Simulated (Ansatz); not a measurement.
C2H8AsGe, SMILES CC[AsH][GeH2], vertical spin-state energies

Program: Ansatz 0.2.0, Python API.

Typed at the interpreter:
```pycon
>>> import ansatz as az
>>> geometry_ang = [
...     ("C", [-1.8624, 0.6199, 0.3072]),
...     ("C", [-0.6698, -0.2926, 0.0689]),
...     ("As", [0.9406, 0.4564, 0.931]),
...     ("Ge", [2.3865, -1.1558, -0.1042]),
...     ("H", [-2.7644, 0.1897, -0.1766]),
...     ("H", [-1.6667, 1.6235, -0.1261]),
...     ("H", [-2.0529, 0.7213, 1.3965]),
...     ("H", [-0.8778, -1.2956, 0.4978]),
...     ("H", [-0.4949, -0.3954, -1.0231]),
...     ("H", [1.158, 1.4961, -0.2169]),
...     ("H", [2.0437, -1.2636, -1.612]),
...     ("H", [3.8602, -0.7038, 0.0577]),
... ]
>>> molecule = az.Crystal.molecule()
>>> for symbol, xyz in geometry_ang:
...     molecule = molecule.atom(symbol, xyz)
...
>>> base = molecule.calculation().basis(gaussian="def2-SVPD").functional("pbe0", dispersion="d4")
>>> found = {}
>>> for unpaired in [1, 3]:
...     report = base.spin("collinear", total=unpaired).run().report
...     s = unpaired / 2
...     found[unpaired] = report["free_energy_ev"]
...     print(f"2S+1 = {unpaired + 1}: E = {found[unpaired]:.5f} eV, <S^2> = {abs(report['mean_field']['state']['spin_squared']):.3f} (pure state {s * (s + 1):.2f})")
...
2S+1 = 2: E = -119530.19441 eV, <S^2> = 0.752 (pure state 0.75)
2S+1 = 4: E = -119525.17506 eV, <S^2> = 3.756 (pure state 3.75)
>>> lowest = min(found, key=found.get)
>>> for unpaired, e in found.items():
...     print(f"multiplicity {unpaired + 1}: {(e - found[lowest]):.3f} eV above the lowest")
...
multiplicity 2: 0.000 eV above the lowest
multiplicity 4: 5.019 eV above the lowest
```

In order: multiplicity 2 (+0.00 eV) and multiplicity 4 (+5.02 eV), all at the one geometry.

Caveats:
- Total energies depend on the basis set; only differences at equal settings carry meaning.
- The geometry is a force-field or estimated start, not a minimum of this method, and the basis set is short of its limit. All parts are taken at fixed geometry, without zero-point energy.
- The run takes the species as open-shell (spin multiplicity 2), which needn't be its ground state.
- Run time: 87 s on 1 thread of Arm Neoverse V2 (shared host), peak memory 0.82 GiB.
